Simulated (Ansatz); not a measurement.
# TaWC2: a relaxation

Method: DFT PBE, scalar-relativistic, plane waves, PAW, in Ansatz 0.2.0.

### Step 1. The starting structure

It takes space group R-3m (No. 166, trigonal). The conventional cell has a = 3.144 Å, b = 3.144 Å, c = 15.305 Å, α = 90.00°, β = 90.00°, γ = 120.00°. Around Ta (site symmetry -3m) lie 6 C at 2.23 Å. W (site symmetry -3m) is surrounded by 6 C at 2.21 Å. C (site symmetry 3m) has 3 W at 2.21 Å and 3 Ta at 2.23 Å as nearest neighbours.

As a file:

```
CELL_PARAMETERS angstrom
1.57186 0.90751 5.10162
-1.57186 0.90751 5.10162
0.00000 -1.81502 5.10162
ATOMIC_POSITIONS crystal
Ta 0.50000 0.50000 0.50000
W 0.00000 0.00000 0.00000
C 0.74907 0.74907 0.74907
C 0.25093 0.25093 0.25093
```

The structure comes from the Materials Project (structure only). Such an entry need not be the stable form.

(A quick probe on a coarse mesh, which set the mesh and smearing, is not shown.)

### Step 3. The relaxation

Contents of input.yaml:

```yaml
crystal:
  lattice:
    - [1.5718551461, 0.9075109917, 5.1016196719]
    - [-1.5718551461, 0.9075109917, 5.1016196719]
    - [0.0, -1.8150219835, 5.1016196719]
  atoms:
    - { symbol: Ta, position: [0.5, 0.5, 0.5] }
    - { symbol: W, position: [0.0, 0.0, 0.0] }
    - { symbol: C, position: [0.749067, 0.749067, 0.749067] }
    - { symbol: C, position: [0.250933, 0.250933, 0.250933] }
basis:
  ecutwfc: 420
kpoints:
  mp_grid: { grid: [18, 18, 18] }
hamiltonian:
  xc: pbe
scf:
  occupations: { method: gaussian, width: 0.1 }
output:
  forces: true
  stress: true
  eigenvalues: true
relax:
  adjacent_minimum: "off"
  f_tol: 0.005
  max_steps: 80
  cell: { stress_tol: 0.05 }
```

Launch:

```
ansatz run input.yaml --threads 1 --pin off --max-ram 2560MiB --backend cpu --events-out ev --progress --plain --runs-dir out
```

Q: Estimate wall time and peak memory on 1 thread of Arm Neoverse V1, shared host.

About 2.9 min, with a peak of 0.72 GiB.
